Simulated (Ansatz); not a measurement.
# Cu: the cost of one run

Computed with Ansatz 0.2.0 (DFT PBEsol, scalar-relativistic, plane waves, PAW, unless a step's input says otherwise).

## Step 1: The structure to begin with

Symmetry: I4_1/amd, No. 141, tetragonal system. The conventional cell has a = 4.417 Å, b = 4.417 Å, c = 2.409 Å, α = 90.00°, β = 90.00°, γ = 90.00°. Cu (site symmetry -4m2) has 6 Cu at 2.29 to 2.41 Å as nearest neighbours.

Coordinates:

```
Cu
1.0
    -2.20832    2.20832    1.20468
     2.20832   -2.20832    1.20468
     2.20832    2.20832   -1.20468
Cu
2
Direct
  0.00000 0.00000 0.00000
  0.75000 0.25000 0.50000
```

This is candidate A: beta-tin type (I4_1/amd, No. 141).

(A quick probe on a coarse mesh, which set the mesh and smearing, is not shown.)

## Step 3: Coarse relaxation (candidate A)

Contents of input.yaml:

```yaml
crystal:
  lattice:
    - [-2.2083209824, 2.2083209824, 1.2046798603]
    - [2.2083209824, -2.2083209824, 1.2046798603]
    - [2.2083209824, 2.2083209824, -1.2046798603]
  atoms:
    - { symbol: Cu, position: [0.0, 0.0, 0.0] }
    - { symbol: Cu, position: [0.75, 0.25, 0.5] }
basis:
  ecutwfc: 420
kpoints:
  mp_grid: { grid: [8, 8, 8] }
hamiltonian:
  xc: pbesol
scf:
  occupations: { method: gaussian, width: 0.1 }
  lower_state_search: "off"
output:
  forces: true
  stress: true
  eigenvalues: true
relax:
  adjacent_minimum: "off"
  f_tol: 0.04
  max_steps: 70
  cell: { stress_tol: 0.4 }
```

What time and memory should one allow on 1 thread of an Arm CPU, shared host?

About 9.8 s, with a peak of 0.31 GiB.
